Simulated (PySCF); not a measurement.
# C8H6OS: the cost of one run

Computed with PySCF 2.14.0. Level: levels as typed in each script, gas phase, geometry from GFN2-xTB.

## Step 1: Starting geometry

16 atoms, charge 0, spin multiplicity 1.

Bond lengths: S1–C2 1.749 Å, S1–H11 1.331 Å, C2–O3 1.340 Å, C2–C10 1.383 Å, O3–C4 1.350 Å, C4–C5 1.376 Å, C4–H12 1.070 Å, C5–C6 1.414 Å, C5–C10 1.442 Å, C6–C7 1.360 Å, C6–H13 1.079 Å, C7–C8 1.419 Å, C7–H14 1.080 Å, C8–C9 1.361 Å, C8–H15 1.080 Å, C9–C10 1.410 Å, C9–H16 1.079 Å. Angles: C2–S1–H11 94.0°, S1–C2–O3 118.5°, S1–C2–C10 130.9°, O3–C2–C10 110.6°, C2–O3–C4 108.3°, O3–C4–C5 110.0°, O3–C4–H12 117.1°, C5–C4–H12 132.8°, C4–C5–C6 134.6°, C4–C5–C10 106.0°, C6–C5–C10 119.4°, C5–C6–C7 118.3°, C5–C6–H13 119.8°, C7–C6–H13 121.9°, C6–C7–C8 122.0°, C6–C7–H14 119.9°, C8–C7–H14 118.1°, C7–C8–C9 121.7° and more.

As a file:

```
atom    x (Å)    y (Å)   z (Å)
  S1  -2.6760  -0.8332  0.0000
  C2  -1.2059   0.1137  0.0000
  O3  -1.3050   1.4505  0.0000
  C4  -0.0589   1.9689  0.0000
  C5   0.8723   0.9560  0.0000
  C6   2.2858   0.9065  0.0000
  C7   2.8894  -0.3127  0.0000
  C8   2.1443  -1.5203  0.0000
  C9   0.7831  -1.5199  0.0000
 C10   0.1214  -0.2752  0.0000
 H11  -3.4722   0.2331  0.0000
 H12   0.0262   3.0359  0.0000
 H13   2.8538   1.8242  0.0000
 H14   3.9676  -0.3793  0.0000
 H15   2.6837  -2.4558  0.0000
 H16   0.2076  -2.4329  0.0000
```

## Step 2: Removing and adding an electron (r2SCAN/def2-svp)

File input.py:

```python
import numpy as np
from pyscf import gto, scf, dft
from pyscf.scf import atom_ks, atom_hf
from scipy.linalg import block_diag

def solve(mol, dm0=None, hcore=None):
    mf = (dft.UKS if mol.spin else dft.RKS)(mol, xc='r2scan')
    mf.grids.level = 3
    mf = mf.density_fit(auxbasis='def2-universal-jkfit')
    mf.conv_tol, mf.max_cycle = 1e-8, 80
    if hcore is not None:
        mf.get_hcore = lambda *args: hcore
    mf.kernel(dm0)
    if not mf.converged:
        mf = mf.newton().run(mf.mo_coeff, mf.mo_occ, max_cycle=30)
    assert mf.converged, 'SCF not converged'
    return mf

mol = gto.M(atom='''
S     -2.67598    -0.83318     0.00000
C     -1.20585     0.11371     0.00000
O     -1.30503     1.45052     0.00000
C     -0.05889     1.96886     0.00000
C      0.87231     0.95597     0.00000
C      2.28585     0.90651     0.00000
C      2.88936    -0.31270     0.00000
C      2.14433    -1.52030     0.00000
C      0.78308    -1.51993     0.00000
C      0.12137    -0.27520     0.00000
H     -3.47224     0.23309     0.00000
H      0.02617     3.03593     0.00000
H      2.85382     1.82417     0.00000
H      3.96761    -0.37926     0.00000
H      2.68365    -2.45579     0.00000
H      0.20761    -2.43293     0.00000
''', basis='def2-svp', charge=0, spin=0, verbose=4)
mf = solve(mol)
out = dict(e0=mf.e_tot, dm0=mf.make_rdm1(), c=mf.mo_coeff, occ=mf.mo_occ, eps=mf.mo_energy)
for name, dq, spin in [('cation', 1, 1), ('anion', -1, 1)]:
    ion = mol.copy().set(charge=mol.charge + dq, spin=spin).build()
    mi = solve(ion)
    if spin and dq > 0 and mol.nao < 130:
        c, _, stable, _ = mi.stability(return_status=True)
        if not stable:
            mi = solve(ion, mi.make_rdm1(c, mi.mo_occ))
    print(name, 'vertical energy change / eV', (mi.e_tot - mf.e_tot) * 27.211386)
    out.update({'e_' + name: mi.e_tot, 'dm_' + name: mi.make_rdm1(), 's2_' + name: mi.spin_square()[0], 'eps_' + name: mi.mo_energy, 'occ_' + name: mi.mo_occ})
# spherically averaged free atoms, for the promolecule
atm = atom_ks.get_atm_nrks(mol, xc='r2scan')
pro = block_diag(*[(atm[a[0]][2] * atm[a[0]][3]) @ atm[a[0]][2].T for a in mol._atom])
np.savez('result.npz', pro=pro, **out)
```

Launch:

```console
$ OMP_NUM_THREADS=1 python input.py
```

Q: Estimate wall time and peak memory on 1 thread of Intel Xeon, shared host.

About 5.9 min, with a peak of 0.89 GiB.
